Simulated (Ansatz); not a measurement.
Born–Oppenheimer molecular dynamics of a periodic cell of 16 atoms, Fe (start crystal Fe, start structure bcc, volume 1.15 times the crystal's). It starts from a structure without forces on its atoms.

These are results of Ansatz 0.2.0, DFT PBE, scalar-relativistic, plane waves, PAW, not measurements. Settings: accuracy low, cutoff 420 eV, k mesh 2x2x2, fermi-dirac smearing 0.36 eV, no spin polarisation.

```yaml
ensemble: NVT, Langevin thermostat
time_step: 3.38 fs
steps_asked: 80
set_temperature: 4200 K
friction: 0.02 /fs
seed: 273701
```

First frame:

```xyz
16
Lattice="6.0137 0.0000 0.0000 0.0000 6.0137 0.0000 0.0000 0.0000 6.0137" Properties=species:S:1:pos:R:3
Fe 0.000 0.000 0.000
Fe 3.007 0.000 0.000
Fe 0.000 3.007 0.000
Fe 0.000 0.000 3.007
Fe 1.503 1.503 1.503
Fe 3.007 3.007 0.000
Fe 3.007 0.000 3.007
Fe 4.510 1.503 1.503
Fe 0.000 3.007 3.007
Fe 1.503 4.510 1.503
Fe 1.503 1.503 4.510
Fe 3.007 3.007 3.007
Fe 4.510 4.510 1.503
Fe 4.510 1.503 4.510
Fe 1.503 4.510 4.510
Fe 4.510 4.510 4.510
```

Task: What does the run give?

Result: All steps were run.

| Property | Result |
| --- | --- |
| steps done | 80 |
| time covered | 270.4 fs |
| mean temperature over the second half | 4414 K |
| spread of the potential energy over the second half | 93.4 meV per atom |
| mean potential energy of the second half above the start | 418.5 meV per atom |

A run of 0.27 ps of so small a system gives no equilibrium averages. Spin polarisation was left off. Limits of this set-up: coarse k mesh, magnetic elements without spin, low accuracy level.

Task: What happens to the structure?

Result: Mean squared displacements from the first frame to the last, about the centre of mass: Fe 0.78 Å². Another seed would give other details.

Task: How do temperature and energy run in time?

Result: 
| time (fs) | T (K) | potential energy less start (eV) |
| --- | --- | --- |
| 0.0 | 3938 | 0.000 |
| 6.8 | 4504 | 0.131 |
| 13.5 | 3837 | 0.642 |
| 20.3 | 3466 | 1.757 |
| 27.0 | 3293 | 2.947 |
| 33.8 | 2406 | 3.486 |
| 40.6 | 2321 | 3.682 |
| 47.3 | 2776 | 3.721 |
| 54.1 | 3575 | 3.734 |
| 60.8 | 3941 | 3.201 |
| 67.6 | 3580 | 2.746 |
| 74.4 | 4127 | 2.570 |
| 81.1 | 4266 | 2.884 |
| 87.9 | 3386 | 3.535 |
| 94.6 | 4448 | 4.154 |
| 101.4 | 4376 | 4.821 |
| 108.2 | 4496 | 4.937 |
| 114.9 | 4406 | 5.083 |
| 121.7 | 4677 | 5.180 |
| 128.4 | 3816 | 5.309 |
| 135.2 | 3722 | 4.961 |
| 142.0 | 4394 | 4.518 |
| 148.7 | 4561 | 4.631 |
| 155.5 | 4196 | 5.135 |
| 162.2 | 4201 | 5.390 |
| 169.0 | 3165 | 5.222 |
| 175.8 | 3665 | 5.278 |
| 182.5 | 3741 | 5.620 |
| 189.3 | 4087 | 6.150 |
| 196.0 | 4078 | 6.832 |
| 202.8 | 3947 | 7.475 |
| 209.6 | 3944 | 7.511 |
| 216.3 | 5610 | 7.428 |
| 223.1 | 5515 | 8.225 |
| 229.8 | 3762 | 9.694 |
| 236.6 | 4158 | 9.569 |
| 243.4 | 4534 | 8.306 |
| 250.1 | 4475 | 7.287 |
| 256.9 | 5428 | 6.897 |
| 263.6 | 5637 | 7.018 |
| 270.4 | 4649 | 7.279 |

Time of the run: 13 min on 2 threads of Arm Neoverse V2, with other jobs on the host, peak memory 0.99 GiB.
